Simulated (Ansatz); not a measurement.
**TiHCl (singlet): the correlation ladder, def2-TZVPP**

The task here is to estimate one member of a computed series from the others.

Program: Ansatz 0.2.0, Gaussian basis. Level of theory: def2-TZVPP, core rule «outside noble gas», up to 14 orbitals frozen. These are calculated values, not measurements.

To be run: UHF; CCSD(T) on RHF; CCSD(T) on UHF; CCSDT(Q) on RHF; CASSCF and NEVPT2, 12 electrons in 11 orbitals.

4 further runs of the same task are left out: 1 for a known fault of the program, 3 set aside as unsound or not needed.

### The system

The geometry is a PBE0/def2-TZVP stationary point (not a proven minimum).

3 atoms, charge 0, spin multiplicity 1.

Atoms are counted from 1 here; the program's logs count them from 0.

Bond lengths: Ti1–Cl2 2.280 Å, Ti1–H3 1.822 Å. Angles: Cl2–Ti1–H3 180.0°.

The first run:

in.yaml

```yaml
crystal:
  periodic: [false, false, false]
  atoms:
    - {symbol: Ti, position_ang: [0.000000, 0.000000, -0.152833]}
    - {symbol: Cl, position_ang: [0.000000, 0.000000, 2.127267]}
    - {symbol: H, position_ang: [0.000000, 0.000000, -1.974433]}
basis:
  gaussian: {orbitals: def2-TZVPP}
magnetization: {spin_polarized: true, initial_magnetization: 0}
hamiltonian: {xc: hf}
output: {orbitals: {seedname: orbitals}}
```

Run with:

```sh
$ ansatz run in.yaml --threads 1 --pin off --events-out ev --progress --plain --max-ram 4096MiB --backend cpu
```

Steps of the session up to this table: UHF; CCSD(T) on RHF; CCSD(T) on UHF; CCSDT(Q) on RHF; CASSCF and NEVPT2, 12 electrons in 11 orbitals.

One table of the session follows, with a row left open; its other results are not shown here.

| method | from RCCSDT(Q) (meV) |
| --- | --- |
| RHF | +8801.4 |
| UHF | +7777.9 |
| RMP2 | +1597.1 |
| UMP2 | ? |
| RCCSD | +539.0 |
| UCCSD | -325.6 |
| RCCSD(T) | +162.1 |
| UCCSD(T) | -715.9 |
| RCCSDT | +45.8 |
| RCCSDT(Q) | 0 |
| CASSCF valence | +7725.3 |
| NEVPT2 valence | +2018.8 |

**Question.** Estimate the row for UMP2.

**Answer.** from RCCSDT(Q) (meV): +742.4. In the column «from RCCSDT(Q) (meV)» it lies between RCCSD (+539.0) and RMP2 (+1597.1).

The program flags UCCSD(T) as in doubt (see the logs), so those rows may rest on another solution; read them beside their warnings.

Limits of these values: The determinant is far from a pure spin state, so its energy mixes those of several spin states (harmless only where they are near-degenerate, as at dissociation). The program flags UCCSD(T) as in doubt, so those rows may rest on another solution; read them beside their warnings. Warnings: restricted reference is unstable; spin contamination. Restricted and unrestricted rows rest on different reference determinants; where their highest levels disagree by more than a few hundredths of an eV, they describe different states and don't form one ladder.
